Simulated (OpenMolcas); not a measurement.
# Ni²⁺ among point charges: CASSCF and CASPT2 levels and susceptibility

Aim: the splitting of the states of Ni²⁺ in the field of 6 point charges, its lowest levels with spin-orbit coupling and its magnetic susceptibility.

The numbers are computed with OpenMolcas 26.06 (state-averaged CASSCF and CASPT2, spin-orbit coupling by RASSI with atomic mean-field integrals), except any that are marked as measured or tabulated.

## 1. Starting point

* Species: Ni²⁺ (nickel, Z = 28, 26 electrons)
* Basis: ANO-RCC-VDZP [5s4p2d1f], 34 functions
* Scalar Hamiltonian: DKH2, point nucleus
* Inactive shells: 1s 2s 2p 3s 3p
* Active space: 8 electrons in 5 orbitals (3d)
* Some configurations of this space: 3d⁸
* Orbitals: optimised for each spin and parity, averaged over all roots

The outer shells:

3d8
```
3d [↑↓][↑↓][↑↓][↑ ][↑ ]
```

The ion sits among 6 point charges of -1.3 e arranged as a tetragonal octahedron (D4h), 2.06 Å from the ion, with the axial distance 1.916 Å.

Each step is its own input file, run in one work folder so that later steps find the files of earlier ones. Labels, J, g values, rates, χT and fits are worked out afterwards by a script from the matrices that RASSI stores. The input lists half of the charges; inversion (Group=XYZ) makes the rest.

## 2. GATEWAY and SEWARD: basis and integrals

The input, a.inp:

```
&GATEWAY
Coord
1

Ni 0.0 0.0 0.0
Basis=ANO-RCC-VDZP
Group=XYZ
NoMove
AngMom=0.0 0.0 0.0
AMFI
XField
3 Angstrom 0
2.060000 0.000000 0.000000 -1.300000
0.000000 2.060000 0.000000 -1.300000
0.000000 0.000000 1.915800 -1.300000
&SEWARD
```

On the command line:

```console
$ OMP_NUM_THREADS=1 MOLCAS_MEM=1689 MOLCAS_PROJECT=a pymolcas a.inp > a.log
```

## 3. Reference wave functions, triplets of even parity, 10 roots

The input, a.inp:

```
&RASSCF
FileOrb=start.orb
Symmetry=1
Spin=3
nActEl=8 0 0
Inactive=3 6
Ras2=5 0
CIRoot=10 10 1
SDav=10
CIMx=300
Iter=120 100
PrWF=0.3
OrbListing=Nothing
MaxOrb=0
>>> COPY $Project.JobIph JOB001
```

start.orb holds the contracted functions of the basis, ordered by shell, or the orbitals of the step before.

## 4. CASSCF: singlets of even parity, 15 roots

The input, a.inp:

```
&RASSCF
FileOrb=start.orb
Symmetry=1
Spin=1
nActEl=8 0 0
Inactive=3 6
Ras2=5 0
CIRoot=15 15 1
SDav=15
CIMx=300
Iter=120 100
PrWF=0.3
OrbListing=Nothing
MaxOrb=0
>>> COPY $Project.JobIph JOB002
```

## 5. State interaction with spin-orbit coupling

The input, a.inp:

```
&RASSI
NrOfJobIphs=2 10 15
1 2 3 4 5 6 7 8 9 10
1 2 3 4 5 6 7 8 9 10 11 12 13 14 15
IphNames
JOB001
JOB002
EJob
SpinOrbit
DIPRint=1.0
SOCoupling=1000.0
Subsets=2
Property=9
'ANGMOM' 1 'ANGMOM' 2 'ANGMOM' 3 'MLTPL  1' 1 'MLTPL  1' 2 'MLTPL  1' 3
'AMFI' 1 'AMFI' 2 'AMFI' 3
SOProperty=3
'ANGMOM' 1 'ANGMOM' 2 'ANGMOM' 3
```

## 6. CASPT2: IPEA 0.25, imaginary shift 0.1 (closed shells correlated: 3s 3p)

The input, a.inp:

```
>>> COPY JOB001 $Project.JobIph
&CASPT2
Multistate=10 1 2 3 4 5 6 7 8 9 10
NoMult
Frozen=2 3
IPEA=0.25
Imaginary=0.1
MaxIter=60
WThr=0.0 0.3 0.05
PrWF=0.5
NoMix
>>> COPY JOB002 $Project.JobIph
&CASPT2
Multistate=15 1 2 3 4 5 6 7 8 9 10 11 12 13 14 15
NoMult
Frozen=2 3
IPEA=0.25
Imaginary=0.1
MaxIter=60
WThr=0.0 0.3 0.05
PrWF=0.5
NoMix
```

(Steps that only read results are left out.)

What does the calculation give? Wanted: spin-free ground state; first state of the same spin within the active space; lowest level; next level.

The runs gave:

| quantity | value |
| --- | --- |
| method | SS-CASPT2, IPEA 0.25, imaginary shift 0.1 (closed shells correlated: 3s 3p) |
| spin-free ground state | 3B1, 1-fold in its orbital part |
| first state of the same spin within the active space | 3B2 at 3110 cm⁻¹ |
| lowest level | 1-fold B2 |
| next level | 3.0 cm⁻¹ |
| χT at 300 K | 1.97 cm³ K/mol |
| effective moment at 300 K | 3.97 μB |

Cost by method:

| method | time of its own steps | time with the reference |
| --- | --- | --- |
| A. CASSCF | 5.4 s | 5.4 s |
| B. SS-CASPT2, IPEA 0.25, imaginary shift 0.1, +3s 3p | 1.8 s | 7.2 s |

Times are of one thread on a shared host.

In words: The spin-free ground state (3B1) comes to 100 % from free-ion F terms and keeps the highest spin of the shell. χT at 300 K is 1.97, against 1.00 cm³ K/mol for the spin alone, so orbital moment adds to it. The field of point charges can differ much from that of real complexes. Point charges carry no covalency, so the field is a model and not that of real ligands.
